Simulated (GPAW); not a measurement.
Set up this calculation in GPAW 26.7.0, as an ASE script.

- Task: single point
- Functional: r2SCAN
- Potentials or basis: GPAW PAW data sets (gpaw-data 1.2.1)
- Cutoff: 450 eV
- Basis: pw
- k mesh: 12 × 12 × 1
- Occupations: fermi-dirac, width 0.05 eV
- Spin: no spin polarisation
- Maxiter: 150
- Dipole layer: yes

The structure of Zn lies in Zn.xyz:

```xyz
5
Lattice="2.6169740200 0.0000000000 0.0000000000 -1.3084870100 2.2681701736 0.0000000000 0.0000000000 0.0000000000 24.7167705914" Properties=species:S:1:pos:R:3 pbc="T T T"
Zn     0.0000000000      1.5394236483      7.5000000000
Zn     0.0000000000      0.0522928942      9.9163623995
Zn     0.0000000000      1.5917165425     12.3583852957
Zn     1.3084870100      0.8629700172     14.8004081919
Zn     0.0000000000      1.6440094367     17.2167705914
```

The slab is cut from a database's or a generator's crystal, which needn't be the stable form of the element.

The cell isn't the ideal one: the (0 0 1) slab of Zn, cut from the database cell, not relaxed.

One way to write it, as run:

run.py

```python
import numpy as np
from ase.dft.bandgap import bandgap
from ase.io import read, write
from gpaw import GPAW, PW

atoms = read('Zn.xyz')
atoms.pbc = (True, True, False)

calc = GPAW(mode=PW(450),
            xc='MGGA_X_R2SCAN+MGGA_C_R2SCAN',
            kpts={'size': (12, 12, 1), 'gamma': True},
            occupations={'name': 'fermi-dirac', 'width': 0.05},
            nbands=47,
            convergence={'density': 1e-05, 'energy': 1e-05},
            maxiter=150,
            poissonsolver={'dipolelayer': 'xy'},
            txt='gpaw.txt')
atoms.calc = calc
energy = atoms.get_potential_energy()
forces = atoms.get_forces()
calc.write('gs.gpw')
write('result.traj', atoms)
print(f'Energy: {energy:.6f} eV')
print('Forces (eV/A):')
print(forces.round(4))
print('Fermi level:', round(calc.get_fermi_level(), 4), 'eV')
print(f'Gap: {bandgap(calc)[0]:.4f} eV, direct: {bandgap(calc, direct=True)[0]:.4f} eV')

v = calc.get_electrostatic_potential().mean(axis=(0, 1))
z = np.arange(len(v)) * atoms.cell[2, 2] / len(v)
ef = calc.get_fermi_level()
np.savetxt('planar.dat', np.c_[z, v], fmt='%.4f')
below, above = np.interp([1.5, atoms.cell[2, 2] - 1.5], z, v) - ef
print(f'Work functions: bottom {below:.4f} eV, top {above:.4f} eV')
print('Dipole moment:', *calc.get_dipole_moment().round(5), 'e A')
```

Potentials or basis: GPAW PAW data sets (gpaw-data 1.2.1), pw.

Command:

```sh
$ OMP_NUM_THREADS=1 python run.py
```

Results of the run:

```
Largest force                   : 0.066 eV/Å
Band gap on the k mesh          : none (metal or under the smearing width)
Dipole across the slab          : 0.00 e·Å
Work function of the upper face : 4.01 eV
Work function of the lower face : 4.01 eV
```

Caveat: the PAW data sets were made with another functional, which shifts forces and pressure a little.

Run time: 9.2 min on 1 thread of Arm Neoverse V2 (shared host), peak memory 0.37 GiB.
